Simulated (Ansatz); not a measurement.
## Be3N2, space group P-3m1: a relaxation followed by a look at the electronic structure, step by step

With the Ansatz DFT code, driven from Python.

Run as a notebook:

In [1]:
```python
import ansatz as az
import numpy as np
```

In [2]:
```python
def count_gap(report):
    # lowest empty less highest filled band, counting bands; zero where they overlap
    return max(report.get("gap_by_band_count_ev") or 0.0, 0.0)
```

In [3]:
```python
def setup_for(crystal, spacing):
    return (
        crystal.calculation()
        .functional("r2scan")
        .occupations(az.OccupationsMethod.FIXED)
        .kpoints(spacing=spacing)
    )
```

In [4]:
```python
vectors = np.array([
    [2.81778, 0.0, 0.0],
    [-1.40889, 2.44027, 0.0],
    [0.0, 0.0, 4.66702],
])
cell = (
    az.Lattice.of(vectors)
    .atom("Be", [0.0, 0.0, 0.0])
    .atom("Be", [2 / 3, 1 / 3, 0.64963])
    .atom("Be", [1 / 3, 2 / 3, 0.35037])
    .atom("N", [1 / 3, 2 / 3, 0.74706])
    .atom("N", [2 / 3, 1 / 3, 0.25294])
)
```

In [5]:
```python
cell.resolved().sites[-1]
```
Out [5]:
```text
Site(symbol='N', position=(0.6666666666666666, 0.3333333333333333, 0.25294), moment=None, axis=None, held=None, saved=None)
```

In [6]:
```python
relaxed = setup_for(cell, 0.4).relax(cell=True, force_tolerance=0.01, max_steps=40).checkpoint(write="relax.run").run()
cell = np.asarray(relaxed.lattice.cell_ang)
print("relaxed edges (A):", np.linalg.norm(cell, axis=1).round(4), " volume:", round(abs(np.linalg.det(cell)), 3), "A^3")
for site in relaxed.lattice.sites:
    print(" ", site.symbol, np.round(site.position_frac, 4) + 0.0)
```
```text
DeckWarning: basis.ecutwfc = 500 eV, auto-derived from the records' recommended cutoffs: set by Be (their level for a meta-GGA)
relaxed edges (A): [2.8043 2.8043 4.6497]  volume: 31.666 A^3
  Be [0. 0. 0.]
  Be [0.6667 0.3333 0.6493]
  Be [0.3333 0.6667 0.3507]
  N [0.3333 0.6667 0.7468]
  N [0.6667 0.3333 0.2532]
```

In [7]:
```python
final = az.Crystal.from_checkpoint("relax.run")
result = setup_for(final, 0.3).functional("pbesol").stress().band_table().density_of_states(energy_step=0.05).run()
report = result.report
```
```text
DeckWarning: crystal.checkpoint: the structure is that of relax.run, a `relax` run, at its step 5: its result, under r2scan at a charge of 0 e; 5 atoms read, 0 with a starting moment [...]
DeckWarning: basis.ecutwfc = 420 eV, auto-derived from the records' recommended cutoffs: set by Be (normal level)
```

In [8]:
```python
report["mixing_algorithm"], report["preconditioner"], report["eigensolver"]
```
Out [8]:
```text
('MSR1', 'none', 'band_cg')
```

In [9]:
```python
report["kpoints_frac"][:4]
```
Out [9]:
```text
[[0.0, 0.0, 0.0], [0.0, 0.0, 0.2], [0.0, 0.0, 0.4], [0.0, 0.1111111111111111, 0.0]]
```

In [10]:
```python
dos = result.density_of_states()
print(f"pressure at the relaxed cell {np.trace(report['stress_gpa']) / 3:.3f} GPa, gap by band count {count_gap(report):.3f} eV")
if count_gap(report) == 0:
    print("states/eV at the Fermi level:", round(float(np.interp(dos.fermi_ev, dos.energies_ev, dos.spin_summed_g_bin_mean_per_ev)), 3))
```
```text
pressure at the relaxed cell -0.411 GPa, gap by band count 4.187 eV
```

What to keep in mind:
- Along an axis with an odd division the mesh misses the point at one half; a gap read on a finite mesh is an upper bound on this functional's gap.
- Semilocal gaps usually lie well under measured ones.
- The crystal has a gap of about 4.19 eV on the mesh; bins of finite width blur the band edges.
- The structure comes from a database of computed cells and needn't be a stable or known phase.
- Gaps and levels are Kohn-Sham values on a finite set of k-points.
- Warnings are shown shortened and without file and line.
- Where the second run takes another functional or mesh than the relaxation, its pressure isn't zero; pressure is positive in compression.
- The density of states is complete only as far up as bands were computed.
- Finished in 15 s on 1 thread of Arm Neoverse V1, on a shared host, peak memory 0.45 GiB.
